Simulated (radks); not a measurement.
# As¹⁵⁺ in [Ne] 3p6 4f2: an all-electron calculation

One table from this session's results is given with a row withheld; the runs are named, their logs left out.

The numbers are computed with radks (a radial shooting solver on a logarithmic mesh, Libxc functionals) version 1 (Dirac Kohn-Sham, LDA (Slater exchange, Perdew-Wang correlation), spin-unpolarised, spherical densities, finite nucleus; open shells fill j = l - 1/2 first), except any that are marked as measured or tabulated.

## The atom as given

| Item | Value |
| --- | --- |
| element | arsenic (Z = 33) |
| charge | +15 |
| electrons | 18 |
| configuration | [Ne] 3p6 4f2 |
| nuclear rms radius | 4.0968 fm |

Set-up of the first run:

Input:

```text
Z 33
configuration [Ne] 3p6 4f2
relativity Dirac
functional lda,pw
spin unpolarised
j_filling energy
nucleus finite rms 4.0968 fm
c 137.035999084
```

Started as:

```sh
$ python run_ks.py task.json out
```

This one command runs every case of the session in turn.

One table of the session follows, with a row left open; its other results are not shown here.

It belongs to the step «Shells». Sizes of the orbitals, from the radial functions (bohr):

```
level      <r>  outermost maximum (interpolated)  90 % within
1s1/2  0.04556                            0.0298       0.0814
2s1/2        ?                                 ?            ?
2p1/2   0.1733                             0.134        0.283
2p3/2   0.1769                             0.137        0.288
3p1/2   0.5116                             0.468        0.762
3p3/2   0.5178                             0.474        0.770
4f5/2   0.9997                             0.874         1.47
4f7/2    1.001                             0.875         1.47
```

Estimate the missing values for 2s1/2.

As computed: <r>: 0.2012; outermost maximum (interpolated): 0.170; 90 % within: 0.311. In the column «<r>» it lies between 2p3/2 (0.1769) and 3p1/2 (0.5116).
